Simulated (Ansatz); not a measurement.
# Ga2Te2S: the cost of one run

Method: DFT PBE, scalar-relativistic, plane waves, PAW, in Ansatz 0.2.0.

## 1. The starting structure

Symmetry: P-3m1, No. 164, trigonal system. Conventional cell: a = 4.795 Å, b = 4.795 Å, c = 7.958 Å, α = 90.00°, β = 90.00°, γ = 120.00°. Ga (site symmetry 3m) is surrounded by 4 Te at 2.91 to 2.95 Å. Te (site symmetry 3m) has 4 Ga at 2.91 to 2.95 Å in its first shell of neighbours. S (site symmetry -3m) is surrounded by 6 Te at 3.45 Å.

As a file:

```xyz
5
Lattice="4.7945 0.0000 0.0000 -2.3973 4.1522 0.0000 0.0000 0.0000 7.9583" Properties=species:S:1:pos:R:3 pbc="T T T"
Ga    2.3973    1.3841    2.9584
Ga    0.0000    2.7681    4.9999
Te    0.0000    2.7681    2.0520
Te    2.3973    1.3841    5.9063
S     0.0000    0.0000    0.0000
```

A structure generator made this guess: species swapped into a database cell of SrMg2Sb2 (P-3m1, No. 164), with S on the Sr sites, Ga on the Mg sites and Te on the Sb sites. Its size is a rough estimate.

## 2. Probe: one point on a coarse mesh

input.yaml

```yaml
crystal:
  lattice:
    - [4.79451498, 0.0, 0.0]
    - [-2.39725749, 4.15217177, 0.0]
    - [0.0, 0.0, 7.95830865]
  atoms:
    - { symbol: Ga, position: [0.66666667, 0.33333333, 0.37173647] }
    - { symbol: Ga, position: [0.33333333, 0.66666667, 0.62826353] }
    - { symbol: Te, position: [0.33333333, 0.66666667, 0.25784016] }
    - { symbol: Te, position: [0.66666667, 0.33333333, 0.74215984] }
    - { symbol: S, position: [0.0, 0.0, 0.0] }
basis:
  ecutwfc: 420
kpoints:
  mp_grid: { grid: [6, 6, 2] }
hamiltonian:
  xc: pbe
scf:
  occupations: { method: gaussian, width: 0.1 }
  lower_state_search: "off"
output:
  forces: true
  stress: true
  eigenvalues: true
```

Started as:

```console
ansatz run input.yaml --threads 1 --pin off --max-ram 2560MiB --backend cpu --events-out ev --progress --plain --runs-dir out
```

What time and memory should one allow on 1 thread of Intel Xeon at 2.50GHz (Skylake/Cascade Lake), shared host?

About 11 s, with a peak of 0.46 GiB.
